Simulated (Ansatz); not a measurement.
# LaCuIr4: the cost of one run

Program: Ansatz 0.2.0. Level of theory: DFT PBE, scalar-relativistic, plane waves, PAW. These are calculated values, not measurements.

### 1 The starting structure

Symmetry: P6/mmm, No. 191, hexagonal system. Conventional cell: a = 3.571 Å, b = 3.571 Å, c = 7.766 Å, α = 90.00°, β = 90.00°, γ = 120.00°. La (site symmetry 6/mmm) is surrounded by 12 Ir at 2.90 Å. Cu (site symmetry 6/mmm) has 12 Ir at 2.77 Å in its first shell of neighbours. Ir (site symmetry 3m) is surrounded by 3 Ir at 2.06 Å.

Coordinates:

```cif
data_structure
_symmetry_space_group_name_H-M 'P 1'
_symmetry_Int_Tables_number 1
_cell_length_a 3.5711
_cell_length_b 3.5711
_cell_length_c 7.7658
_cell_angle_alpha 90.000
_cell_angle_beta 90.000
_cell_angle_gamma 120.000
_cell_volume 85.77
loop_
_atom_site_label
_atom_site_type_symbol
_atom_site_fract_x
_atom_site_fract_y
_atom_site_fract_z
_atom_site_occupancy
La1 La 0.00000 0.00000 0.00000 1
Cu1 Cu 0.00000 0.00000 0.50000 1
Ir1 Ir 0.33333 0.66667 0.73775 1
Ir2 Ir 0.33333 0.66667 0.26225 1
Ir3 Ir 0.66667 0.33333 0.73775 1
Ir4 Ir 0.66667 0.33333 0.26225 1
```

Recipe of the guess: species swapped into a database cell of HfTiB4 (P6/mmm, No. 191), with La on the Hf sites, Cu on the Ti sites and Ir on the B sites. Its size is a rough estimate.

### 2 A first look at the guess

input.yaml reads:

```yaml
crystal:
  lattice:
    - [3.57114325, 0.0, 0.0]
    - [-1.78557163, 3.09270078, 0.0]
    - [0.0, 0.0, 7.76580269]
  atoms:
    - { symbol: La, position: [0.0, 0.0, 0.0] }
    - { symbol: Cu, position: [0.0, 0.0, 0.5] }
    - { symbol: Ir, position: [0.33333333, 0.66666667, 0.73774856] }
    - { symbol: Ir, position: [0.33333333, 0.66666667, 0.26225144] }
    - { symbol: Ir, position: [0.66666667, 0.33333333, 0.73774856] }
    - { symbol: Ir, position: [0.66666667, 0.33333333, 0.26225144] }
basis:
  ecutwfc: 420
kpoints:
  mp_grid: { grid: [6, 6, 2] }
hamiltonian:
  xc: pbe
scf:
  occupations: { method: gaussian, width: 0.1 }
  lower_state_search: "off"
output:
  forces: true
  stress: true
  eigenvalues: true
```

Run with:

```bash
ansatz run input.yaml --threads 1 --pin off --max-ram 2560MiB --backend cpu --events-out ev --progress --plain --runs-dir out
```

Q: Estimate wall time and peak memory on 1 thread of Intel Xeon 6975P-C (Granite Rapids), shared host.

About 2.7 s, with a peak of 0.47 GiB.
